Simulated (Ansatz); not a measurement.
Write a Python script for the Ansatz DFT code, driven from Python that makes cell relaxations under several functionals of Ca₃Mg, space group Pm-3m. Use (first run): BLYP, PAW, cutoff 517 eV, 4×4×4 k-points, Fermi-Dirac smearing of 0.1 eV, D3BJ dispersion.

```cif
data_structure
_symmetry_space_group_name_H-M 'P 1'
_symmetry_Int_Tables_number 1
_cell_length_a 5.2888
_cell_length_b 5.2888
_cell_length_c 5.2888
_cell_angle_alpha 90.000
_cell_angle_beta 90.000
_cell_angle_gamma 90.000
_cell_volume 147.94
loop_
_atom_site_label
_atom_site_type_symbol
_atom_site_fract_x
_atom_site_fract_y
_atom_site_fract_z
_atom_site_occupancy
Ca1 Ca 0.50000 0.50000 0.00000 1
Ca2 Ca 0.50000 0.00000 0.50000 1
Ca3 Ca 0.00000 0.50000 0.50000 1
Mg1 Mg 0.00000 0.00000 0.00000 1
```

The script, `run_lattice.py`:
```python
# -*- coding: utf-8 -*-
"""Relaxed cell of Ca3Mg under several functionals."""

import logging
import sys

import ansatz as az
import numpy as np

logging.basicConfig(stream=sys.stdout, format="[%(levelname)s] %(message)s")
logger = logging.getLogger("calc")
logger.setLevel(logging.INFO)

KMESH = (4, 4, 4)
FILLING = "fermi_dirac"
WIDTH_EV = 0.1
FMAX = 0.03

def edges_and_angles(cell):
    cell = np.asarray(cell)
    a, b, c = np.linalg.norm(cell, axis=1)
    cosines = cell[1] @ cell[2] / (b * c), cell[0] @ cell[2] / (a * c), cell[0] @ cell[1] / (a * b)
    return (a, b, c, *np.degrees(np.arccos(cosines)))


def main():
    structure = (
        az.Lattice.cubic(5.288813)
        .space_group(221)
        .atom("Ca", (0.5, 0.5, 0.0))
        .atom("Mg", (0.0, 0.0, 0.0))
    )

    model = (
        structure.calculation()
        .basis(38 * az.Ry)
        .kpoints(mesh=KMESH, center="gamma")
        .occupations(FILLING, width=WIDTH_EV)
        .relax(cell=True, force_tolerance=FMAX, max_steps=30)
    )

    levels = [("blyp", "d3bj"), ("pbesol", "none"), ("lda", "none")]
    logger.info("level            a       b       c    alpha   beta  gamma  V/atom  steps")
    for name, dispersion in levels:
        seen = []
        run = model.functional(name, dispersion=dispersion).session().plan()
        out = run.execute(on_event=lambda e: seen.append(e) if e["event"] == "relax_step" else None)
        cell = out.lattice.cell_ang
        label = name if dispersion == "none" else f"{name}+{dispersion}"
        print("{:13s} {:7.4f} {:7.4f} {:7.4f} {:6.2f} {:6.2f} {:6.2f}".format(label, *edges_and_angles(cell)), f"{abs(np.linalg.det(cell)) / len(out.lattice.sites):7.3f} {len(seen):5d}")


if __name__ == "__main__":
    main()
```

```console
$ python run_lattice.py
[INFO] level            a       b       c    alpha   beta  gamma  V/atom  steps
blyp+d3bj      5.0547  5.0547  5.0547  90.00  90.00  90.00  32.286     5
pbesol         5.1922  5.1922  5.1922  90.00  90.00  90.00  34.993     4
lda            5.0969  5.0969  5.0969  90.00  90.00  90.00  33.103     5
```

From smallest to largest: BLYP+D3BJ (32.29 Å³ an atom, -12.7 % against the start), LDA (33.10 Å³ an atom, -10.5 % against the start) and PBEsol (34.99 Å³ an atom, -5.4 % against the start). The spread is 8.4 % in volume.

Forces vanish by symmetry, so the ions can't move, and the end may be a saddle. BLYP and dispersion corrections can be off by several per cent in the lattices of metals, and by several GPa in the pressure at a fixed cell. The mesh is modest for a metal, so energies can be off by several to tens of meV an atom and pressures by half a GPa or more; differences at equal mesh fare better. This cell is a computed structure, which may not be the phase found in nature. Run time: 38 s on 1 thread of Arm Neoverse V1, with other jobs on the host, peak memory 0.47 GiB.
